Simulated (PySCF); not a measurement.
**CeH4: other functionals and bases at one geometry**

The task here is to estimate one member of a computed series from the others.

Method: several levels, as the steps say, no spin–orbit coupling; program: PySCF 2.14.0.

1 further run of the same task is left out (for a known fault of the program).

### The starting structure

5 atoms, charge 0, spin multiplicity 1.

Bond lengths: Ce1–H2 1.975 Å, Ce1–H3 1.975 Å, Ce1–H4 1.975 Å, Ce1–H5 1.975 Å. Angles: H2–Ce1–H3 109.5°, H2–Ce1–H4 109.5°, H2–Ce1–H5 109.5°, H3–Ce1–H4 109.5°, H3–Ce1–H5 109.5°, H4–Ce1–H5 109.5°.

Geometry (Å):

```xyz
5

Ce    0.0000    0.0000    0.0000
H     1.1400    1.1400    1.1400
H    -1.1400   -1.1400    1.1400
H     1.1400   -1.1400   -1.1400
H    -1.1400    1.1400   -1.1400
```

Formal oxidation states: Ce +4. The 4f shell is empty and lies in the core potential. An earlier session relaxed this geometry at PBE0, Ce lcecp-2-SVP with ECP46, H def2-SVP (singlet, point group Td).

At PBE0 on the finer grid: E = -40.830919 Eh, frontier levels not given, since the 4f levels lie in the core, Mulliken charge on Ce1 +1.14 e, largest force component 0.000 eV/Å. The large-core potential holds the 4f shell empty.

Levels to run: CAM-B3LYP; TPSSh; PBE0, TZVP. Hardware: 2 threads of Arm Neoverse V1, shared host.

The first run:

run.py (the lines that set the calculation)

```python
mol = gto.M(atom='''
Ce     0.00000     0.00000     0.00000
H      1.14002     1.14002     1.14002
H     -1.14002    -1.14002     1.14002
H      1.14002    -1.14002    -1.14002
H     -1.14002     1.14002    -1.14002''',
    basis={'Ce': 'lcecp-2-SVP', 'H': 'def2-SVP'},
    ecp={'Ce': 'lcecp-2-SVP'},
    charge=0, spin=0)
mf = dft.RKS(mol, xc='CAMB3LYP')
mf.grids.atom_grid = (75, 302)  # f atoms: unpruned, at least (60, 302)
mf = mf.density_fit()  # fitting sets: Ce AutoAux, H def2-universal-JKFIT
mf.conv_tol = 1e-08; mf.max_cycle = 55
mf.kernel(dm0)  # dm0: the density of the relaxed state
```

Launch:

```sh
$ OMP_NUM_THREADS=2 python run.py
```

Steps of the session up to this table: CAM-B3LYP; TPSSh; PBE0, TZVP.

One of the session's tables, all rows but one given; the rest of the session is left out.

| level | charge on Ce1 (e) | largest force component (eV/Å) |
| --- | --- | --- |
| PBE0 (relaxed here) | 1.14 | 0.00 |
| CAM-B3LYP | 1.18 | 0.03 |
| TPSSh | 1.24 | 0.06 |
| PBE0, TZVP | ? | ? |

Estimate the missing values for PBE0, TZVP.

**Answer.** charge on Ce1 (e): 1.00; largest force component (eV/Å): 0.09. In the column «charge on Ce1 (e)» it is the lowest.

The largest leftover force, 0.09 eV/Å with PBE0, TZVP, stands at a geometry relaxed at another level. With 4f in the core, its levels are missing from HOMO and gap, and its count is fixed, so no charge can pass from the ligands into it. Total energies of different levels can't be compared.
